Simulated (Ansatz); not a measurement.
Working through a relaxation of the ions of NbRu, space group Pm-3m

With Ansatz 0.2.0 through its Python package.

Notebook, run cell by cell (the value of a cell's last expression is shown):

In [1]:
```python
from dataclasses import dataclass
import warnings

import ansatz as az
from ase import Atoms
from ase.io import write
import matplotlib.pyplot as plt
import numpy as np


@dataclass(frozen=True)
class Options:
    functional: str = "r2scan"
    mesh: tuple[int, ...] = (6, 6, 6)
    smearing: str = "fermi_dirac"
    fmax: float = 0.02


cfg = Options()
```

In [2]:
```python
warnings.simplefilter("ignore", az.DeckWarning)
```

In [3]:
```python
crystal = (
    az.Lattice.of((3.184, 0.0, 0.0), (0.0, 3.184, 0.0), (0.0, 0.0, 3.184))
    .atom("Nb", (0.0, 0.0, 0.0))
    .atom("Ru", (0.5, 0.5, 0.5))
)
```

In [4]:
```python
[site.symbol for site in crystal.resolved().sites]
```
Out [4]:
```text
['Nb', 'Ru']
```

In [5]:
```python
job = (
    crystal.calculation()
    .functional(cfg.functional)
    .kpoints(*cfg.mesh)
    .occupations(cfg.smearing, width=100 * az.meV)
    .relax(force_tolerance=cfg.fmax, random_displacement=True, displacement_amplitude=0.1, displacement_seed=818)
)
steps = []
```

In [6]:
```python
def collect(event):
    if event["event"] == "relax_step":
        steps.append(event["data"])
```

In [7]:
```python
out = job.session().plan().execute(on_event=collect)
rep = out.report
```

In [8]:
```python
type(out).__name__, type(rep).__name__
```
Out [8]:
```text
('RunOutcome', 'dict')
```

In [9]:
```python
rep["kpoints_frac"][:4]
```
Out [9]:
```text
[[0.0, 0.0, 0.0], [0.0, 0.0, 0.16666666666666666], [0.0, 0.0, 0.3333333333333333], [0.0, 0.0, -0.5]]
```

In [10]:
```python
{key: value for key, value in rep.items() if isinstance(value, (int, float)) and "ev" in key}
```
Out [10]:
```text
{'n_hpsi_unsolved_levels': 828,
 'gap_by_band_count_ev': -2.3914493476138823,
 'fermi_energy_ev': 20.470661815574438,
 'harris_foulkes_ev': -10454.773392808525,
 'scf_correction_max_component_ev_ang': 0.0002899503733615387,
 'free_energy_ev': -10454.773392809475,
 'internal_energy_ev': -10454.683450469849,
 'lagrangian_ev': -10454.773392809475,
 'energy_sigma0_ev': -10454.728421639662,
 'lagrangian_sigma0_ev': -10454.728421639662,
 'lagrangian_above_aufbau_ev': -0.05043087555610571,
 'entropy_ts_ev': 0.08994233962546999}
```

In [11]:
```python
print("step   energy (eV)     max comp. (eV/A)  SCF")
for s in steps:
    print(f"{s['step']:4d} {s['lagrangian_ev']:15.5f} {s['allowed_force_max_ev_ang']:12.4f} {s['n_scf']:5d}")
```
```text
step   energy (eV)     max comp. (eV/A)  SCF
   1    -10454.77011       0.1553     6
   2    -10454.77324       0.0338     6
   3    -10454.77339       0.0002     6
```

In [12]:
```python
first, last = steps[0], steps[-1]
symbols = [site.symbol for site in out.lattice.sites]
print(f"energy gained {first['lagrangian_ev'] - last['lagrangian_ev']:.4f} eV in {len(steps) - 1} steps")

moved = np.linalg.norm(np.array(last["positions_ang"]) - np.array(first["positions_ang"]), axis=1)
print("displacement by atom (A):", " ".join(f"{s}:{d:.3f}" for s, d in zip(symbols, moved)))

print("atom   start x y z (A)              end x y z (A)")
for symbol, a, b in zip(symbols, first["positions_ang"], last["positions_ang"]):
    print(f"{symbol:3s}", " ".join(f"{v:8.4f}" for v in a), "  ", " ".join(f"{v:8.4f}" for v in b))
```
```text
energy gained 0.0033 eV in 2 steps
displacement by atom (A): Nb:0.020 Ru:0.020
atom   start x y z (A)              end x y z (A)
Nb   -0.0413   0.0253  -0.0875     -0.0363   0.0062  -0.0908
Ru    1.5608   1.5791   1.4979      1.5557   1.5982   1.5012
```

In [13]:
```python
fig, (top, bottom) = plt.subplots(2, 1, sharex=True, figsize=(4.5, 4))
top.plot([s["lagrangian_ev"] - last["lagrangian_ev"] for s in steps], "o-")
top.set_ylabel("E - E(final) (eV)")
bottom.semilogy([max(s["allowed_force_max_ev_ang"], 1e-6) for s in steps], "s-")
bottom.set(xlabel="step", ylabel="largest force (eV/A)")
fig.tight_layout()
fig.savefig("relax.png", dpi=100)
```

In [14]:
```python
relaxed = Atoms(symbols, positions=[site.position_ang for site in out.lattice.sites], cell=out.lattice.cell_ang, pbc=True)
write("relaxed.cif", relaxed, format="cif")
```

In [15]:
```python
print(f"free energy      {rep['free_energy_ev']:.5f} eV")
print(f"per atom         {rep['free_energy_ev'] / len(out.lattice.sites):.5f} eV")
print(f"SCF iterations   {rep['n_iterations']}  (converged: {rep['converged']})")
```
```text
free energy      -10454.77339 eV
per atom         -5227.38670 eV
SCF iterations   2  (converged: True)
```

In [16]:
```python
print("energy terms (eV)")
for term, value in rep["components"].items():
    if abs(value) > 1e-9:
        print(f"  {term:26s} {value:16.5f}")
```
```text
energy terms (eV)
  e_band                           -179.98201
  e_kinetic                         906.67638
  e_local                         -2094.81353
  e_nonlocal                        461.09439
  e_hartree                         676.47023
  e_xc                             -353.61617
  e_vxc                            -503.07385
  e_paw                           -6568.89346
  e_vpaw                           -336.41068
  e_augmentation_tail                 0.00009
  e_vtau                             33.60551
  e_ewald                         -3481.09800
  e_core_change                      -0.50339
  e_smearing                         -0.08994
```

`relaxed.cif`, as written:
```cif
data_image0
_chemical_formula_structural       NbRu
_chemical_formula_sum              "Nb1 Ru1"
_cell_length_a       3.184
_cell_length_b       3.184
_cell_length_c       3.184
_cell_angle_alpha    90.0
_cell_angle_beta     90.0
_cell_angle_gamma    90.0

_space_group_name_H-M_alt    "P 1"
_space_group_IT_number       1

loop_
  _space_group_symop_operation_xyz
  'x, y, z'

loop_
  _atom_site_type_symbol
  _atom_site_label
  _atom_site_symmetry_multiplicity
  _atom_site_fract_x
  _atom_site_fract_y
  _atom_site_fract_z
  _atom_site_occupancy
  Nb  Nb1       1.0  0.9886126665410587  0.0019370558855021794  0.9714778623560445  1.0000
  Ru  Ru1       1.0  0.48861233378751506  0.5019433760742014  0.4714779676963796  1.0000
```

Notes:
- Total energies depend on the potentials; only differences at equal settings carry meaning.
- The run is spin-unpolarised.
- The energy terms are those on the plane-wave grid, with the one-centre PAW part apart; e_band, e_vxc and e_vpaw aren't summands of the total.
- The mesh is modest for a metal, so energies can be off by several to tens of meV an atom and pressures by half a GPa or more; differences at equal mesh fare better.
- Only differences from the Fermi energy are physical; the zero of the scale is a convention.
- Energies along a relaxation are free energies. A last row that repeats the one before re-solves the same geometry more tightly.
- The first row is the displaced cell, and groups found at tight tolerances show what the force threshold leaves of the kick.
- A gap by band count of zero or less means overlapping bands, a metal, and at an odd count of electrons it is no gap at all.
- This is a high-temperature or high-pressure form, not the ambient phase.
- The structure is a deposited one; some such entries were measured under pressure or heat, so a shift against it needn't be the functional's error alone.
- Levels are Kohn-Sham eigenvalues on this mesh, without spin-orbit coupling.
- It ran for 38 s on 1 thread of Arm Neoverse V1, with other jobs on the host, peak memory 0.6 GiB.

(Lines on the test bed's own set-up are left out of the output.)
